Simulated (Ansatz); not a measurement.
**HfO+ (doublet): wave-function methods side by side, def2-TZVPP**

The task here is to estimate one member of a computed series from the others.

Program: Ansatz 0.2.0, Gaussian basis. Level of theory: def2-TZVPP, core rule «outside noble gas», up to 5 orbitals frozen. These are calculated values, not measurements.

Plan: UHF; ROHF; CCSD(T) on UHF.

2 further runs of the same task are left out: 2 set aside as unsound or not needed.

## The geometry

The geometry is a PBE0/def2-TZVP stationary point (not a proven minimum) of the parent state, kept for this charge and spin. No spin-orbit coupling is included. Elements past krypton take def2 core potentials.

2 atoms, charge 1, spin multiplicity 2.

Atoms are counted from 1 here; the program's logs count them from 0.

Bond lengths: Hf1–O2 1.741 Å.

As a file:

```
atom    x (Å)    y (Å)    z (Å)
 Hf1  0.00000  0.00000  0.00000
  O2  0.00000  0.00000  1.74120
```

Set-up of the first run:

Input file in.yaml:

```yaml
crystal:
  periodic: [false, false, false]
  atoms:
    - {symbol: Hf, position_ang: [0.000000, 0.000000, 0.000000]}
    - {symbol: O, position_ang: [0.000000, 0.000000, 1.741200]}
basis:
  gaussian: {orbitals: def2-TZVPP}
total_charge: 1
magnetization: {spin_polarized: true, initial_magnetization: 1}
hamiltonian: {xc: hf}
output: {orbitals: {seedname: orbitals}}
```

On the command line:

```
> ansatz run in.yaml --threads 1 --pin off --events-out ev --progress --plain --max-ram 2816MiB --backend cpu
```

Among the steps run: UHF; ROHF; CCSD(T) on UHF.

One of the session's tables, all rows but one given; the rest of the session is left out.

```
  method  from UCCSD(T) (meV)
    ROHF                    ?
     UHF              +9051.6
    UMP2                -68.6
   UCCSD               +596.4
UCCSD(T)                    0
```

Q: Estimate the row for ROHF from the others.

The run gave: from UCCSD(T) (meV): +9081.2. In the column «from UCCSD(T) (meV)» it is the highest.
